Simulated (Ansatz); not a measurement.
# CH8GaNSi: up Jacob's ladder to CCSD(T)

An exercise on one series of results from a longer session: the logs are not shown, and one member is left open.

The runs use Ansatz 0.2.0, Gaussian basis; functionals in def2-TZVPP, the program's frozen cores in correlated methods.

Levels to be run: LDA (SPW92), PBE-D4, revPBE-D4, BLYP-D4, r2SCAN-D4, B97M-V, PBE0-D4, B3LYP-D4, r2SCANh-D4, r2SCAN0-D4, HSE06-D4, BHLYP-D4, CAM-B3LYP-D4, LC-ωPBE, ωB97X-V, ωB97M-V, B2PLYP, PBE-QIDH; CCSD(T)/def2-SVP; CCSD(T)/def2-TZVPP; MP2/def2-QZVPP; extrapolation to the limit; RPA on PBE.

**Structure used throughout**

An earlier PBE0-D4 in a triple-zeta def2 set relaxation fixed the geometry.

SMILES `[CH3][GaH][NH][SiH3]`, 12 atoms, charge 0, spin multiplicity 1.

Atoms are counted from 1 here; the program's logs count them from 0.

Bond lengths: C1–Ga2 1.959 Å, C1–H5 1.094 Å, C1–H6 1.091 Å, C1–H7 1.092 Å, Ga2–N3 1.842 Å, Ga2–H8 1.565 Å, N3–Si4 1.722 Å, N3–H9 1.009 Å, Si4–H10 1.491 Å, Si4–H11 1.491 Å, Si4–H12 1.488 Å. Angles: Ga2–C1–H5 109.7°, Ga2–C1–H6 111.4°, Ga2–C1–H7 111.4°, H5–C1–H6 107.5°, H5–C1–H7 107.8°, H6–C1–H7 108.8°, C1–Ga2–N3 116.6°, C1–Ga2–H8 127.7°, N3–Ga2–H8 115.7°, Ga2–N3–Si4 128.3°, Ga2–N3–H9 116.1°, Si4–N3–H9 115.6°, N3–Si4–H10 112.1°, N3–Si4–H11 112.0°, N3–Si4–H12 109.3°, H10–Si4–H11 106.4°, H10–Si4–H12 108.4°, H11–Si4–H12 108.5°.

The first run:

in.yaml reads:

```yaml
crystal:
  periodic: [false, false, false]
  atoms:
    - {symbol: C, position_ang: [-1.356580, 1.389851, -0.534111]}
    - {symbol: Ga, position_ang: [-0.974468, 0.269447, 1.027309]}
    - {symbol: N, position_ang: [0.479156, -0.854579, 0.898619]}
    - {symbol: Si, position_ang: [1.564961, -1.047924, -0.423690]}
    - {symbol: H, position_ang: [-2.107697, 0.903113, -1.162557]}
    - {symbol: H, position_ang: [-1.755559, 2.361548, -0.238421]}
    - {symbol: H, position_ang: [-0.463123, 1.545765, -1.141484]}
    - {symbol: H, position_ang: [-1.767979, 0.201032, 2.374956]}
    - {symbol: H, position_ang: [0.663930, -1.435205, 1.703024]}
    - {symbol: H, position_ang: [2.285936, 0.216432, -0.747500]}
    - {symbol: H, position_ang: [0.858739, -1.459549, -1.670182]}
    - {symbol: H, position_ang: [2.572704, -2.089930, -0.085962]}
basis:
  gaussian: {orbitals: def2-TZVPP}
hamiltonian: {xc: lda}
output: {orbitals: {seedname: orbitals}}
```

Started as:

```console
ansatz run in.yaml --threads 4 --pin off --events-out ev --progress --plain --max-ram 10444MiB
```

Steps of the session up to this table: LDA; PBE-D4 (GGA); revPBE-D4 (GGA); BLYP-D4 (GGA); r2SCAN-D4 (meta-GGA); B97M-V (meta-GGA); PBE0-D4 (hybrid); B3LYP-D4 (hybrid); r2SCANh-D4 (hybrid); r2SCAN0-D4 (hybrid); HSE06-D4 (hybrid); BHLYP-D4 (hybrid); CAM-B3LYP-D4 (range-separated); LC-ωPBE (range-separated); ωB97X-V (range-separated); ωB97M-V (range-separated); B2PLYP (double hybrid); PBE-QIDH (double hybrid).

One table of the session follows, with a row left open; its other results are not shown here.

It belongs to the step «Orbital energies across the functionals». 

```
  functional  HOMO (eV)  gap (eV)
 LDA (SPW92)      -6.27      4.50
      PBE-D4      -6.13      4.61
   revPBE-D4          ?         ?
     BLYP-D4      -6.02      4.55
   r2SCAN-D4      -6.40      5.16
      B97M-V      -6.51      5.03
     PBE0-D4      -7.40      6.67
    B3LYP-D4      -7.18      6.19
  r2SCANh-D4      -6.87      5.91
  r2SCAN0-D4      -7.59      7.03
    HSE06-D4      -7.00      5.90
    BHLYP-D4      -8.60      8.61
CAM-B3LYP-D4      -8.78      8.93
     LC-ωPBE     -10.15     11.48
     ωB97X-V      -9.80     10.97
     ωB97M-V      -9.70     10.62
```

**Question.** Estimate the row for revPBE-D4.

The run gave: HOMO (eV): -6.08; gap (eV): 4.67. In the column «HOMO (eV)» it lies between PBE-D4 (-6.13) and BLYP-D4 (-6.02).
